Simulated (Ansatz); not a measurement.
# C₂H₆FY: from a rough start to a minimum

What shape does C₂H₆FY take? The plan is to relax it, then compute its harmonic vibrations to see whether it is a minimum and to get the zero-point energy and entropy, and look at its orbitals and charge.

Method: RKS PBE0-D4/def2-TZVP; program: Ansatz 0.2.0, Gaussian basis.

The runs, in order: relaxation at PBE0-D4/def2-TZVP; harmonic vibrations at the same level; a single point in def2-TZVPP for the fields.

1 further run of the same task is left out (for a known fault of the program).

## Step 1: The starting structure

SMILES `[CH3][Y]([CH3])[F]`, 10 atoms, charge 0, spin multiplicity 1.

Atoms are counted from 1 here; the program's logs count them from 0.

Bond lengths: C1–Y2 2.351 Å, C1–H5 1.101 Å, C1–H6 1.091 Å, C1–H7 1.093 Å, Y2–C3 2.351 Å, Y2–F4 2.030 Å, C3–H8 1.093 Å, C3–H9 1.101 Å, C3–H10 1.091 Å. Angles: Y2–C1–H5 102.2°, Y2–C1–H6 119.1°, Y2–C1–H7 111.0°, H5–C1–H6 108.3°, H5–C1–H7 107.5°, H6–C1–H7 108.0°, C1–Y2–C3 111.9°, C1–Y2–F4 97.4°, C3–Y2–F4 97.5°, Y2–C3–H8 108.3°, Y2–C3–H9 103.8°, Y2–C3–H10 120.4°, H8–C3–H9 107.6°, H8–C3–H10 108.1°, H9–C3–H10 108.0°.

As a file:

```xyz
10
C2H6FY
C    -1.1410    1.5596    0.3789
Y    -0.2870   -0.0207   -1.1380
C     1.5575   -1.1793   -0.2526
F    -1.6806   -1.4631   -0.8275
H    -1.0698    1.0227    1.3378
H    -0.6355    2.5210    0.4859
H    -2.1992    1.7531    0.1877
H     1.4532   -2.2371   -0.5087
H     1.4286   -1.0865    0.8365
H     2.5739   -0.8697   -0.5000
```

The start is a GFN2-xTB geometry. Y takes the def2 core potential; no spin-orbit term is included.

## Step 2: Relaxation at PBE0-D4/def2-TZVP

Contents of in.yaml:

```yaml
crystal:
  periodic: [false, false, false]
  atoms:
    - {symbol: C, position_ang: [-1.141030, 1.559620, 0.378880]}
    - {symbol: Y, position_ang: [-0.287010, -0.020680, -1.137960]}
    - {symbol: C, position_ang: [1.557490, -1.179280, -0.252620]}
    - {symbol: F, position_ang: [-1.680600, -1.463110, -0.827500]}
    - {symbol: H, position_ang: [-1.069770, 1.022740, 1.337830]}
    - {symbol: H, position_ang: [-0.635550, 2.520970, 0.485850]}
    - {symbol: H, position_ang: [-2.199200, 1.753080, 0.187700]}
    - {symbol: H, position_ang: [1.453180, -2.237110, -0.508710]}
    - {symbol: H, position_ang: [1.428560, -1.086540, 0.836490]}
    - {symbol: H, position_ang: [2.573930, -0.869700, -0.499970]}
basis:
  gaussian: {orbitals: def2-TZVP}
hamiltonian: {xc: pbe0, dispersion: d4}
relax: {f_tol: 0.005, max_steps: 150}
```

Started as:

```console
> ansatz run in.yaml --threads 4 --pin off --events-out ev --progress --plain --max-ram 10444MiB
```

After this run come: Harmonic vibrations; Orbitals, density and potential.

Before running them: what should the planned runs give, taken together? Wanted: point group; shift from the start; total energy; dispersion term; dipole moment; lowest, highest wavenumber; zero-point energy; HOMO, LUMO.

As calculated:

```
                  quantity            value
               point group               C1
                     steps               25
shift from the start (rms)          0.299 Å
              total energy    -5930.0375 eV
           dispersion term         -124 meV
             dipole moment           3.98 D
lowest, highest wavenumber    18, 3087 cm⁻¹
         zero-point energy    42.5 kcal/mol
       entropy at 298.15 K  401.7 J/(mol K)
                HOMO, LUMO  -6.52, -1.94 eV
```

The relaxed geometry lies 0.30 Å (rms) from the start; the bond that changed most is Y2–F4, from 2.030 to 1.988 Å. No mode is imaginary: a true minimum at this level. The stiffest mode, 3087 cm⁻¹, is a C–H stretch, and 5 modes under 200 cm⁻¹ make the vibrational entropy uncertain. Harmonic hybrid wavenumbers usually lie a few per cent above measured fundamentals. The largest Mulliken charge, +1.41 e, sits on Y2. The HOMO lies mostly on C1, C3 about 28 % each; Y2 17 % and the LUMO on Y2 72 %; F4 7 %.
